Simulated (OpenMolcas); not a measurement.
# ZnSiH2O at HF/cc-pVTZ-DK (DKH2, RICD fitting)

What is the vertical singlet–triplet gap of ZnSiH2O at HF/cc-pVTZ-DK (DKH2, RICD fitting)? 

The calculation is run with OpenMolcas 26.06.

11 further runs of the same task are left out: 6 for a known fault of the program, 4 that didn't finish, 1 set aside as unsound or not needed.

## Step 1: The molecule

ZnSiH2O has 5 atoms, charge 0, and is taken as a singlet. Geometry: a GFN2-xTB relaxation, a rough one for these elements and not checked as a minimum.

Bond lengths: O1–Si2 1.514 Å, Si2–Zn3 2.512 Å, Si2–H4 1.471 Å, Si2–H5 1.470 Å. Angles: O1–Si2–Zn3 95.5°, O1–Si2–H4 123.3°, O1–Si2–H5 123.2°, Zn3–Si2–H4 96.5°, Zn3–Si2–H5 96.6°, H4–Si2–H5 110.1°.

## Step 2: Energy and forces at HF/cc-pVTZ-DK (DKH2, RICD fitting)

Contents of job.inp:

```
* H2OSiZn Hartree-Fock

&GATEWAY
  XBAS
  O.cc-pVTZ-DK
  Si.cc-pVTZ-DK
  Zn.cc-pVTZ-DK
  H.cc-pVTZ-DK
  End of Basis
  ZMAT
  O1
  Si2 1 1.513852
  Zn3 2 2.511989 1 95.522
  H4 2 1.471045 1 123.26752 3 -101.50394
  H5 2 1.470041 4 110.05007 1 159.502
  End of ZMAT
  RICD

&SEWARD
  Relativistic
  R02E00

&SCF
  PrOrbitals
  1 2

&ALASKA
```

On the command line:

```console
$ export MOLCAS_MEM=1860
$ pymolcas job.inp > job.log
```

What it wrote:

```text
--- Start Module: gateway ---
[...]
--- Stop Module: gateway /rc=_RC_ALL_IS_WELL_ ---
[...]
      Basis functions          160
[...]
--- Start Module: scf ---
[...]
       Convergence after  13 Iterations
[...]
::    Total SCF energy                              -2159.8513354243
[...]
      Total spin, S                                     0.0000000000
[...]
      Total electronic charge=   54.000000
      Total            charge=   -0.000000
[...]
      Dipole Moment (debye):
      Origin of the operator (angstrom)=    1.4497   -0.0000    1.4489
                   X=  3.2227E+00               Y= -8.5061E-04               Z=  3.7728E+00           Total=  4.9619E+00
      Quadrupole Moment (debye*angstrom):
[...]
--- Stop Module: scf /rc=_RC_ALL_IS_WELL_ ---
[...]
--- Start Module: alaska ---
[...]
 *              Molecular gradients               *
 **************************************************
  Irreducible representation: a
 ------------------------------------------------------------------------------------------
                              X                       Y                       Z
 ------------------------------------------------------------------------------------------
  O1               -1.28778034296850E-03    5.13408224261208E-05   -5.53614330442187E-03
  SI2               2.38139856712323E-02    2.50566089583498E-04    1.15597273689136E-02
  ZN3              -2.35069796268803E-02   -1.89351463346353E-05   -1.60187607878548E-03
  H4                4.79214697915564E-04    1.26982133497044E-03   -2.08261379370223E-03
  H5                5.01559600752710E-04   -1.55279310065737E-03   -2.33909419175049E-03
 ------------------------------------------------------------------------------------------
--- Stop Module: alaska /rc=_RC_ALL_IS_WELL_ ---
[...]
```

Wall time 21 s (1 thread of Arm Neoverse V2, shared host); peak memory 0.43 GiB.

## Step 3: The triplet

Contents of job.input:

```
&GATEWAY
 XBAS
 O.cc-pVTZ-DK
 Si.cc-pVTZ-DK
 Zn.cc-pVTZ-DK
 H.cc-pVTZ-DK
 End of Basis
 ZMAT
 O1
 Si2 1 1.513852
 Zn3 2 2.511989 1 95.522
 H4 2 1.471045 1 123.26752 3 -101.50394
 H5 2 1.470041 4 110.05007 1 159.502
 End of ZMAT
 RICD

&SEWARD
 Relativistic=R02E00

&SCF
 UHF
 Spin=3
 PrOrbitals=1 2

&ALASKA
```

On the command line:

```console
$ export MOLCAS_MEM=1860
$ pymolcas job.input > job.log
```

What it wrote:

```text
--- Start Module: gateway ---
[...]
--- Stop Module: gateway /rc=_RC_ALL_IS_WELL_ ---
[...]
      Basis functions          160
[...]
--- Start Module: scf ---
[...]
       Convergence after  26 Iterations
[...]
::    Total SCF energy                              -2159.8030483448
[...]
      Total spin, S                                     1.0184161169
[...]
      Total electronic charge=   54.000000
      Total            charge=   -0.000000
[...]
      Dipole Moment (debye):
      Origin of the operator (angstrom)=    1.4497   -0.0000    1.4489
                   X=  5.3614E-01               Y=  1.0111E-03               Z=  1.9657E+00           Total=  2.0375E+00
      Quadrupole Moment (debye*angstrom):
[...]
--- Stop Module: scf /rc=_RC_ALL_IS_WELL_ ---
[...]
--- Start Module: alaska ---
[...]
 *              Molecular gradients               *
 **************************************************
  Irreducible representation: a
 ------------------------------------------------------------------------------------------
                              X                       Y                       Z
 ------------------------------------------------------------------------------------------
  O1                7.20075961797839E-03    6.84298804501694E-05    9.02318973384375E-02
  SI2              -3.72075295424352E-02    1.68947366739364E-04   -1.05509137058736E-01
  ZN3              -3.85689632572195E-03   -1.31310266909181E-05    6.99004533395797E-03
  H4                1.69126010270617E-02    4.31929606058024E-03    4.25842457370651E-03
  H5                1.69510652231712E-02   -4.54354228109555E-03    4.02876981253897E-03
 ------------------------------------------------------------------------------------------
--- Stop Module: alaska /rc=_RC_ALL_IS_WELL_ ---
[...]
```

Run time: 45 s. Hardware: 1 thread of Arm Neoverse V2, shared host; peak memory 0.43 GiB.

## Step 4: What came out

At HF/cc-pVTZ-DK (DKH2, RICD fitting):

| quantity | value |
| --- | --- |
| singlet: total energy | -2159.85134 Eh |
| singlet: dipole moment | 4.96 D |
| singlet: HOMO energy | -8.90 eV |
| singlet: LUMO energy | 0.02 eV |
| singlet: HOMO–LUMO gap | 8.91 eV |
| singlet: largest force on an atom | 1.361 eV/Å |
| triplet: total energy | -2159.80305 Eh |
| triplet: dipole moment | 2.04 D |
| triplet: HOMO energy (highest over α and β) | -6.71 eV |
| triplet: LUMO energy (lowest over α and β) | -0.62 eV |
| triplet: ⟨S²⟩ | 2.056 |
| triplet: largest force on an atom | 5.753 eV/Å |
| vertical energy of the triplet above the singlet | 1.314 eV |

What this shows: At this shape the triplet lies 1.31 eV (30 kcal/mol) above the singlet. The largest force (singlet) is 1.36 eV/Å: the shape isn't a stationary point for this species at this level. Mulliken charges (triplet) run from -0.35 on O1 to +0.28 on Zn3.
